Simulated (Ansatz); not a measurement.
Sn, space group Immm, a phonon calculation by linear response

Program: Ansatz 0.2.0, Python API.

The cells in order, each with its output:

In [1]:
```python
from pathlib import Path
import warnings

import ansatz as az
import numpy as np
from pymatgen.core import Lattice, Structure
from pymatgen.io.ase import AseAtomsAdaptor
```

In [2]:
```python
warnings.simplefilter("ignore", az.DeckWarning)
```

In [3]:
```python
pmg_structure = Structure(
    Lattice([(-1.726539, 1.775547, 2.338342), (1.726539, -1.775547, 2.338342), (1.726539, 1.775547, -2.338342)]),
    ["Sn"],
    [
        (0.0, 0.0, 0.0),
    ],
)
system = az.Crystal.from_ase(AseAtomsAdaptor.get_atoms(pmg_structure))
```

In [4]:
```python
setup = (
    system.calculation()
    .functional(az.Functional.PBESOL)
    .pseudopotentials("paw")
    .basis(450)
    .occupations("Marzari-Vanderbilt", width=0.15)
    .kpoints(12, 12, 12)
    .phonons("dfpt", points=[(0, 0, 0), (0.5, 0.5, 0.5)])
)
outcome = setup.run(threads=1, backend="cpu", runs_dir="runs")
ph = outcome.phonons
```
```text
RunWarning: eigensolver did not converge (k=1): 1 band(s) unlocked after 20 sweeps at ethr=1.00e-12 eV (lowest unlocked band 10, counted from 0; max residual 4.97e-6 eV among the unlocked bands, 4.97e-6 eV over every band); it also stands for any lines of [...]
```

In [5]:
```python
for q in ph.qpoints:
    print("q =", np.round(q.q_frac, 3), "1/cm:", " ".join(f"{w:.1f}" for w in q.omega_inv_cm))
```
```text
q = [0. 0. 0.] 1/cm: -0.0 -0.0 0.0
q = [0.5 0.5 0.5] 1/cm: -30.3 18.6 59.0
```

What to keep in mind:
- The cell isn't relaxed first, so the values belong to this volume.
- A negative frequency stands for an imaginary mode.
- This isn't the structure that Sn takes at ambient conditions.
- Warnings are shown shortened and without file and line.
- The structure is taken as given; imaginary modes can come from an unrelaxed or unstable start. Phonons of metals also depend on mesh and smearing.
- The script silences the warnings on its input, which a real study should read.
- Finished in 43 s on 1 thread of Arm Neoverse V2, on a shared host, peak memory 0.69 GiB.
